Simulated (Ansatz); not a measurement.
# CH₄GeO₂: a ladder of functionals and wavefunction methods

The task here is to estimate one member of a computed series from the others.

The runs use Ansatz 0.2.0, Gaussian basis; functionals in def2-TZVPP, the program's frozen cores in correlated methods.

Plan: LDA (SPW92), PBE-D4, revPBE-D4, BLYP-D4, r2SCAN-D4, B97M-V, PBE0-D4, B3LYP-D4, r2SCANh-D4, r2SCAN0-D4, HSE06-D4, BHLYP-D4, CAM-B3LYP-D4, LC-ωPBE, ωB97X-V, ωB97M-V, B2PLYP, PBE-QIDH; CCSD(T)/def2-SVP; CCSD(T)/def2-TZVPP; MP2/def2-QZVPP; extrapolation to the limit; RPA on PBE.

## The geometry

The geometry comes from an earlier relaxation with PBE0-D4 in a triple-zeta def2 set; it is a stationary point, not always the lowest conformer.

SMILES `[OH][GeH]1[CH2][O]1`, 8 atoms, charge 0, spin multiplicity 1.

Atoms are counted from 1 here; the program's logs count them from 0.

Bond lengths: O1–Ge2 1.764 Å, O1–H5 0.960 Å, Ge2–C3 1.882 Å, Ge2–O4 1.819 Å, Ge2–H6 1.525 Å, C3–O4 1.442 Å, C3–H7 1.090 Å, C3–H8 1.090 Å. Angles: Ge2–O1–H5 113.0°, O1–Ge2–C3 118.1°, O1–Ge2–O4 114.1°, O1–Ge2–H6 113.1°, C3–Ge2–O4 45.8°, C3–Ge2–H6 128.8°, O4–Ge2–H6 113.4°, Ge2–C3–O4 64.8°, Ge2–C3–H7 121.3°, Ge2–C3–H8 118.2°, O4–C3–H7 115.0°, O4–C3–H8 114.7°, H7–C3–H8 113.6°, Ge2–O4–C3 69.4°.

Set-up of the first run:

Contents of in.yaml:

```yaml
crystal:
  periodic: [false, false, false]
  atoms:
    - {symbol: O, position_ang: [-1.684557, 0.608028, -0.705559]}
    - {symbol: Ge, position_ang: [-0.216129, 0.514345, 0.267768]}
    - {symbol: C, position_ang: [1.158097, -0.633836, -0.309935]}
    - {symbol: O, position_ang: [0.283833, -1.181136, 0.697861]}
    - {symbol: H, position_ang: [-2.475190, 0.752392, -0.179825]}
    - {symbol: H, position_ang: [-0.229296, 1.463360, 1.461213]}
    - {symbol: H, position_ang: [2.190281, -0.485341, 0.006243]}
    - {symbol: H, position_ang: [1.065159, -1.094811, -1.293469]}
basis:
  gaussian: {orbitals: def2-TZVPP}
hamiltonian: {xc: lda}
output: {orbitals: {seedname: orbitals}}
```

Run with:

```console
ansatz run in.yaml --threads 2 --pin off --events-out ev --progress --plain --max-ram 4352MiB
```

Steps of the session up to this table: LDA; PBE-D4 (GGA); revPBE-D4 (GGA); BLYP-D4 (GGA); r2SCAN-D4 (meta-GGA); B97M-V (meta-GGA); PBE0-D4 (hybrid); B3LYP-D4 (hybrid); r2SCANh-D4 (hybrid); r2SCAN0-D4 (hybrid); HSE06-D4 (hybrid); BHLYP-D4 (hybrid); CAM-B3LYP-D4 (range-separated); LC-ωPBE (range-separated); ωB97X-V (range-separated); ωB97M-V (range-separated); B2PLYP (double hybrid); PBE-QIDH (double hybrid).

One table of the session follows, with a row left open; its other results are not shown here.

It belongs to the step «Frontier levels by functional». 

```
  functional  HOMO (eV)  gap (eV)
 LDA (SPW92)      -6.20      4.63
      PBE-D4          ?         ?
   revPBE-D4      -5.93      4.66
     BLYP-D4      -5.88      4.55
   r2SCAN-D4      -6.24      5.13
      B97M-V      -6.25      5.10
     PBE0-D4      -7.22      6.78
    B3LYP-D4      -7.02      6.26
  r2SCANh-D4      -6.70      5.91
  r2SCAN0-D4      -7.39      7.08
    HSE06-D4      -6.82      6.01
    BHLYP-D4      -8.35      8.78
CAM-B3LYP-D4      -8.57      9.11
     LC-ωPBE      -9.87     11.65
     ωB97X-V      -9.52     11.18
     ωB97M-V      -9.43     10.88
```

Estimate the missing values for PBE-D4.

**Answer.** HOMO (eV): -6.00; gap (eV): 4.65. In the column «HOMO (eV)» it lies between LDA (SPW92) (-6.20) and revPBE-D4 (-5.93).
